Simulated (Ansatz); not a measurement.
# The chromium atom (septet): the correlation ladder, def2-TZVP

Aim: climb from Hartree-Fock through coupled cluster and multireference methods for the chromium atom (septet) at one geometry and basis, and see what each rung misses.

Method: def2-TZVP, core rule «outside noble gas», up to 9 orbitals frozen; program: Ansatz 0.2.0, Gaussian basis.

Plan: CCSD(T) on UHF; CISD; CCSDT(Q) on ROHF; CCSDT(Q) on UHF; CASSCF and MRCISD+Q, 6 electrons in 6 orbitals; CASSCF and MRCISD+Q(relaxed), 6 electrons in 6 orbitals; CASSCF and NEVPT4(SD), 6 electrons in 6 orbitals; CASSCF and NEVPT2, 6 electrons in 6 orbitals; Full CI.

2 further runs of the same task are left out: 2 that didn't finish.

## 1. The atom

A free atom, in its lowest state of this spin that the program finds.

1 atom, charge 0, spin multiplicity 7.

## 2. CCSD(T) on UHF

Contents of in.yaml:

```yaml
crystal:
  periodic: [false, false, false]
  atoms:
    - {symbol: Cr, position_ang: [0.000000, 0.000000, 0.000000]}
basis:
  gaussian: {orbitals: def2-TZVP}
magnetization: {spin_polarized: true, initial_magnetization: 6}
correlation: {method: ccsd_t, electrons: outside_noble_gas}
```

Launch:

```sh
$ ansatz run in.yaml --threads 1 --pin off --events-out ev --progress --plain --max-ram 3916MiB
```

The runs that follow: CISD; CCSDT(Q) on ROHF; CCSDT(Q) on UHF; CASSCF and MRCISD+Q, 6 electrons in 6 orbitals; CASSCF and MRCISD+Q(relaxed), 6 electrons in 6 orbitals; CASSCF and NEVPT4(SD), 6 electrons in 6 orbitals; CASSCF and NEVPT2, 6 electrons in 6 orbitals; Full CI.

**Question.** What will the summary of the whole plan be? Wanted: FCI below the UHF energy; UMP2 from FCI; UCCSD(T) from FCI; UCCSDT(Q) from FCI; NEVPT2 valence from FCI; NEVPT4(SD) valence from FCI; MRCISD+Q valence from FCI; effectively unpaired electrons.

The runs gave:

| quantity | value |
| --- | --- |
| FCI below the UHF energy | -2.2656 eV |
| UMP2 from FCI | +4.97 kcal/mol |
| UCCSD(T) from FCI | +0.06 kcal/mol |
| UCCSDT(Q) from FCI | -0.14 kcal/mol |
| NEVPT2 valence from FCI | +14.03 kcal/mol |
| NEVPT4(SD) valence from FCI | +2.33 kcal/mol |
| MRCISD+Q valence from FCI | +0.55 kcal/mol |
| levels within 1 kcal/mol (43 meV) | UCCSD(T), UCCSDT, UCCSDT(Q), MRCISD+Q valence, MRCISD+Q(relaxed) valence |
| effectively unpaired electrons | 6.00 |

UCCSD(T) misses by +0.06 kcal/mol, 0.1 % of the correlation energy. UCCSDT, UCCSDT(Q) fall below full CI: unrestricted runs freeze a spin-polarised core, another one than full CI's, and coupled cluster isn't variational. One determinant dominates. Of the multireference levels listed MRCISD+Q valence comes nearest in total energy (+0.55 kcal/mol), which doesn't show that its space is the better one. These misses are within one basis, not against nature; the frozen cores of restricted and unrestricted runs differ, which can shift their rows.
